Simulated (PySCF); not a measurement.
**Si3NH9: electronic structure in real space**

For Si3NH9, the scripts below analyse its density (charges, bond critical points, surface potential), see where an electron leaves and enters and measure its response to a uniform field.

Computed with PySCF 2.14.0. Level: levels as typed in each script, gas phase, geometry from GFN2-xTB.

### Step 1. Starting geometry

13 atoms, charge 0, spin multiplicity 1.

Bond lengths: Si1–N2 1.744 Å, Si1–H5 1.461 Å, Si1–H6 1.468 Å, Si1–H7 1.462 Å, N2–Si3 1.745 Å, N2–Si4 1.744 Å, Si3–H8 1.462 Å, Si3–H9 1.461 Å, Si3–H10 1.468 Å, Si4–H11 1.468 Å, Si4–H12 1.461 Å, Si4–H13 1.462 Å. Angles: N2–Si1–H5 107.6°, N2–Si1–H6 110.5°, N2–Si1–H7 107.6°, H5–Si1–H6 110.1°, H5–Si1–H7 110.9°, H6–Si1–H7 110.2°, Si1–N2–Si3 119.4°, Si1–N2–Si4 119.4°, Si3–N2–Si4 119.3°, N2–Si3–H8 107.6°, N2–Si3–H9 107.6°, N2–Si3–H10 110.5°, H8–Si3–H9 110.9°, H8–Si3–H10 110.1°, H9–Si3–H10 110.1°, N2–Si4–H11 110.5°, N2–Si4–H12 107.6°, N2–Si4–H13 107.5° and more.

As a file:

```xyz
13
charge 0, multiplicity 1
Si    1.6766    0.4611   -0.0128
N     0.0003    0.0000    0.1286
Si   -1.2377    1.2212   -0.0127
Si   -0.4390   -1.6823   -0.0126
H     2.4744   -0.5674    0.6511
H     2.0633    0.5668   -1.4246
H     1.8359    1.7534    0.6511
H    -0.7456    2.4267    0.6510
H    -2.4362    0.7134    0.6512
H    -1.5236    1.5023   -1.4245
H    -0.5408   -2.0701   -1.4245
H    -1.7286   -1.8589    0.6512
H     0.6006   -2.4664    0.6511
```

### Step 2. Density, bond paths and surface potential (PBE/def2-tzvp)

File input.py:

```python
import numpy as np
from pyscf import gto, scf, dft
from pyscf.scf import atom_ks, atom_hf
from scipy.linalg import block_diag

def solve(mol, dm0=None, hcore=None):
    mf = (dft.UKS if mol.spin else dft.RKS)(mol, xc='pbe')
    mf.grids.level = 3
    mf = mf.density_fit(auxbasis='def2-universal-jkfit')
    mf.conv_tol, mf.max_cycle = 1e-8, 80
    if hcore is not None:
        mf.get_hcore = lambda *args: hcore
    mf.kernel(dm0)
    if not mf.converged:
        mf = mf.newton().run(mf.mo_coeff, mf.mo_occ, max_cycle=30)
    assert mf.converged, 'SCF not converged'
    return mf

mol = gto.M(atom='''
Si     1.67659     0.46108    -0.01276
N      0.00033     0.00003     0.12861
Si    -1.23773     1.22120    -0.01269
Si    -0.43898    -1.68228    -0.01265
H      2.47439    -0.56744     0.65109
H      2.06327     0.56676    -1.42460
H      1.83589     1.75343     0.65110
H     -0.74555     2.42674     0.65101
H     -2.43622     0.71336     0.65119
H     -1.52360     1.50229    -1.42453
H     -0.54078    -2.07009    -1.42447
H     -1.72861    -1.85889     0.65119
H      0.60059    -2.46640     0.65114
''', basis='def2-tzvp', charge=0, spin=0, verbose=4)
mf = solve(mol)
mf.analyze()
# spherically averaged free atoms, for the promolecule
atm = atom_ks.get_atm_nrks(mol, xc='pbe')
pro = block_diag(*[(atm[a[0]][2] * atm[a[0]][3]) @ atm[a[0]][2].T for a in mol._atom])
np.savez('result.npz', e=mf.e_tot, c=mf.mo_coeff, occ=mf.mo_occ, eps=mf.mo_energy, pro=pro, dip=mf.dip_moment(verbose=0), s2=mf.spin_square()[0])
```

Started as:

```
$ OMP_NUM_THREADS=1 python input.py
```

### Step 4. Removing and adding an electron (PBE/def2-tzvp)

File input.py:

```python
import numpy as np
from pyscf import gto, scf, dft
from pyscf.scf import atom_ks, atom_hf
from scipy.linalg import block_diag

def solve(mol, dm0=None, hcore=None):
    mf = (dft.UKS if mol.spin else dft.RKS)(mol, xc='pbe')
    mf.grids.level = 3
    mf = mf.density_fit(auxbasis='def2-universal-jkfit')
    mf.conv_tol, mf.max_cycle = 1e-8, 80
    if hcore is not None:
        mf.get_hcore = lambda *args: hcore
    mf.kernel(dm0)
    if not mf.converged:
        mf = mf.newton().run(mf.mo_coeff, mf.mo_occ, max_cycle=30)
    assert mf.converged, 'SCF not converged'
    return mf

mol = gto.M(atom='''
Si     1.67659     0.46108    -0.01276
N      0.00033     0.00003     0.12861
Si    -1.23773     1.22120    -0.01269
Si    -0.43898    -1.68228    -0.01265
H      2.47439    -0.56744     0.65109
H      2.06327     0.56676    -1.42460
H      1.83589     1.75343     0.65110
H     -0.74555     2.42674     0.65101
H     -2.43622     0.71336     0.65119
H     -1.52360     1.50229    -1.42453
H     -0.54078    -2.07009    -1.42447
H     -1.72861    -1.85889     0.65119
H      0.60059    -2.46640     0.65114
''', basis='def2-tzvp', charge=0, spin=0, verbose=4)
mf = solve(mol)
out = dict(e0=mf.e_tot, dm0=mf.make_rdm1(), c=mf.mo_coeff, occ=mf.mo_occ, eps=mf.mo_energy)
for name, dq, spin in [('cation', 1, 1)]:
    ion = mol.copy().set(charge=mol.charge + dq, spin=spin).build()
    mi = solve(ion)
    if spin and dq > 0 and mol.nao < 130:
        c, _, stable, _ = mi.stability(return_status=True)
        if not stable:
            mi = solve(ion, mi.make_rdm1(c, mi.mo_occ))
    print(name, 'vertical energy change / eV', (mi.e_tot - mf.e_tot) * 27.211386)
    out.update({'e_' + name: mi.e_tot, 'dm_' + name: mi.make_rdm1(), 's2_' + name: mi.spin_square()[0], 'eps_' + name: mi.mo_energy, 'occ_' + name: mi.mo_occ})
# spherically averaged free atoms, for the promolecule
atm = atom_ks.get_atm_nrks(mol, xc='pbe')
pro = block_diag(*[(atm[a[0]][2] * atm[a[0]][3]) @ atm[a[0]][2].T for a in mol._atom])
np.savez('result.npz', pro=pro, **out)
```

### Step 6. Response to an electric field (PBE/def2-tzvp)

input.py: that of step 4 with these lines changed.

```diff
@@ -33,13 +33,10 @@
 ''', basis='def2-tzvp', charge=0, spin=0, verbose=4)
+field = np.array([0.004, 0.0, 0.0])  # atomic units
+mol.set_common_orig(mol.atom_charges() @ mol.atom_coords() / mol.atom_charges().sum())
 mf = solve(mol)
-out = dict(e0=mf.e_tot, dm0=mf.make_rdm1(), c=mf.mo_coeff, occ=mf.mo_occ, eps=mf.mo_energy)
-for name, dq, spin in [('cation', 1, 1)]:
-    ion = mol.copy().set(charge=mol.charge + dq, spin=spin).build()
-    mi = solve(ion)
-    if spin and dq > 0 and mol.nao < 130:
-        c, _, stable, _ = mi.stability(return_status=True)
-        if not stable:
-            mi = solve(ion, mi.make_rdm1(c, mi.mo_occ))
-    print(name, 'vertical energy change / eV', (mi.e_tot - mf.e_tot) * 27.211386)
-    out.update({'e_' + name: mi.e_tot, 'dm_' + name: mi.make_rdm1(), 's2_' + name: mi.spin_square()[0], 'eps_' + name: mi.mo_energy, 'occ_' + name: mi.mo_occ})
+out = dict(dm0=mf.make_rdm1(), d0=mf.dip_moment(unit='AU'), e0=mf.e_tot)
+for name, sign in (('p', 1), ('m', -1)):
+    h = mf.get_hcore() + sign * np.einsum('x,xij->ij', field, mol.intor('int1e_r'))
+    mi = solve(mol, mf.make_rdm1(), h)
+    out.update({'dm' + name: mi.make_rdm1(), 'd' + name: mi.dip_moment(unit='AU'), 'e' + name: mi.e_tot})
 # spherically averaged free atoms, for the promolecule
```

(Steps that only read results are left out.)

What does the calculation give? Wanted: dipole moment; HOMO, LUMO; vertical ionisation energy; polarisability along the field.

As calculated:

| quantity | value |
| --- | --- |
| dipole moment (PBE/def2-tzvp) | 0.04 D |
| HOMO, LUMO (PBE/def2-tzvp) | -6.32, -1.22 eV |
| vertical ionisation energy (PBE/def2-tzvp) | 9.11 eV |
| polarisability along the field (PBE/def2-tzvp) | 89.8 bohr³ |

In words: At PBE/def2-tzvp: The highest Hirshfeld charge is on Si1, Si3 and Si4 (+0.33 e), the lowest on N2 (−0.32 e). The ionisation energy from two SCF runs, 9.11 eV, lies 2.8 eV above −ε(HOMO) = 6.32 eV of the same level, PBE/def2-tzvp, since self-interaction lifts this functional's HOMO. All values hold at the given geometry, in the gas phase.
